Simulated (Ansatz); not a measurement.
# MgO3: the cost of one run

Computed with Ansatz 0.2.0 (DFT PBE, scalar-relativistic, plane waves, PAW, unless a step's input says otherwise).

3 further runs of the same task are left out: 3 set aside as unsound or not needed.

## 1. Starting point

It takes space group P6_3/mmc (No. 194, hexagonal). Conventional cell: a = 4.939 Å, b = 4.939 Å, c = 3.965 Å, α = 90.00°, β = 90.00°, γ = 120.00°. Mg (site symmetry -6m2) is surrounded by 12 O at 2.44 to 2.47 Å. O (site symmetry mm2) is surrounded by 4 Mg at 2.44 to 2.47 Å and 8 O at 2.44 to 2.47 Å.

Structure file:

```
CELL_PARAMETERS angstrom
4.93943 0.00000 0.00000
-2.46971 4.27767 0.00000
0.00000 0.00000 3.96465
ATOMIC_POSITIONS crystal
Mg 0.33333 0.66667 0.25000
Mg 0.66667 0.33333 0.75000
O 0.83300 0.66600 0.25000
O 0.16700 0.83300 0.75000
O 0.33400 0.16700 0.25000
O 0.16700 0.33400 0.75000
O 0.83300 0.16700 0.25000
O 0.66600 0.83300 0.75000
```

This is candidate A: Ni3Sn (D0_19) type (P6_3/mmc, No. 194).

(A quick probe on a coarse mesh, which set the mesh and smearing, is not shown.)

## 3. Coarse relaxation (candidate A)

input.yaml

```yaml
crystal:
  lattice:
    - [4.9394266828, 0.0, 0.0]
    - [-2.4697133414, 4.2776689874, 0.0]
    - [0.0, 0.0, 3.9646520285]
  atoms:
    - { symbol: Mg, position: [0.3333333333, 0.6666666667, 0.25] }
    - { symbol: Mg, position: [0.6666666667, 0.3333333333, 0.75] }
    - { symbol: O, position: [0.833, 0.666, 0.25], spin: 1.45 }
    - { symbol: O, position: [0.167, 0.833, 0.75], spin: 1.45 }
    - { symbol: O, position: [0.334, 0.167, 0.25], spin: 1.45 }
    - { symbol: O, position: [0.167, 0.334, 0.75], spin: 1.45 }
    - { symbol: O, position: [0.833, 0.167, 0.25], spin: 1.45 }
    - { symbol: O, position: [0.666, 0.833, 0.75], spin: 1.45 }
basis:
  ecutwfc: 420
kpoints:
  mp_grid: { grid: [6, 6, 4] }
hamiltonian:
  xc: pbe
scf:
  occupations: { method: gaussian, width: 0.1 }
  lower_state_search: "off"
output:
  forces: true
  stress: true
  eigenvalues: true
  populations: true
magnetization:
  spin_polarized: true
relax:
  adjacent_minimum: "off"
  f_tol: 0.04
  max_steps: 70
  cell: { stress_tol: 0.4 }
```

Command:

```console
ansatz run input.yaml --threads 1 --pin off --max-ram 2560MiB --backend cpu --events-out ev --progress --plain --runs-dir out
```

**Question.** How long does this run take on 1 thread of Intel Xeon 6975P-C (Granite Rapids), shared host, and how much memory does it need?

About 3 min, with a peak of 0.62 GiB.
